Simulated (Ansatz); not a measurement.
Wanted: the native input for an Ansatz 0.2.0 run.

| Quantity | Value |
| --- | --- |
| Task | single point |
| Functional | PBEsol |
| Potentials or basis | Ansatz PAW |
| Cutoff | 420 eV (not typed: the program's choice for these potentials) |
| k mesh | 10 × 10 × 10 |
| Occupations | fermi-dirac, width 0.05 eV |
| Spin | collinear spin, ferromagnetic start |
| Starting moments | [2.0, 2.0, 2.0, 2.0, 0.0] μB |
| Fixed moment | 8 μB |

The system is AlCo4.

```
Co Al
1.0
     1.28934    0.74440    9.97436
    -1.28934    0.74440    9.97436
     0.00000   -1.48880    9.97436
Co Al
4 1
Direct
  0.40114 0.40114 0.40114
  0.79968 0.79968 0.79968
  0.20032 0.20032 0.20032
  0.59886 0.59886 0.59886
  0.00000 0.00000 0.00000
```

The cell comes from a database or a generator and needn't be the stable form of this composition.

The input as run:

input.yaml

```yaml
crystal:
  lattice:
    - [1.2893368271, 0.7443989642, 9.9743618604]
    - [-1.2893368271, 0.7443989642, 9.9743618604]
    - [0.0, -1.4887979284, 9.9743618604]
  atoms:
    - { symbol: Co, position: [0.401145, 0.401145, 0.401145], spin: 2.0 }
    - { symbol: Co, position: [0.799679, 0.799679, 0.799679], spin: 2.0 }
    - { symbol: Co, position: [0.200321, 0.200321, 0.200321], spin: 2.0 }
    - { symbol: Co, position: [0.598855, 0.598855, 0.598855], spin: 2.0 }
    - { symbol: Al, position: [0.0, 0.0, 0.0] }
hamiltonian:
  xc: pbesol
  pseudopotentials: { kind: paw }
magnetization:
  spin_polarized: true
  initial_magnetization: 8.0
  spin_locking: { lock_magnetization: hard }
kpoints:
  mp_grid: { grid: [10, 10, 10] }
scf:
  occupations: { method: fermi_dirac, width: 0.05 }
  lower_state_search: "off"
output:
  forces: true
  stress: true
  eigenvalues: true
  write_density: true
  write_potential: true
  elf: true
  volumetric_format: npy
```

Potentials or basis: Ansatz PAW.

Launch:

```sh
$ ansatz run input.yaml --threads 2 --pin off --max-ram 5632MiB --backend cpu --events-out ev --progress --plain --runs-dir out
```

Results of the run:

```
Pressure        : -0.6 GPa
Largest force   : 0.427 eV/Å
Net moment      : 8.00 μB per cell
Absolute moment : 8.16 μB per cell
Site moments    : Co +1.86, +2.09; Al +0.06 μB
```

Caveat: the total moment is fixed, so each spin has its own Fermi level; the PAW data sets come from PBE, with cores solved anew for the run's functional, which leaves a small shift of forces and pressure; the thresholds are loose for stress.

Run time: 28 s on 2 threads of Intel(R) Xeon(R) Platinum 8259CL CPU @ 2.50GHz (Skylake/Cascade Lake) (shared host), peak memory 0.73 GiB.
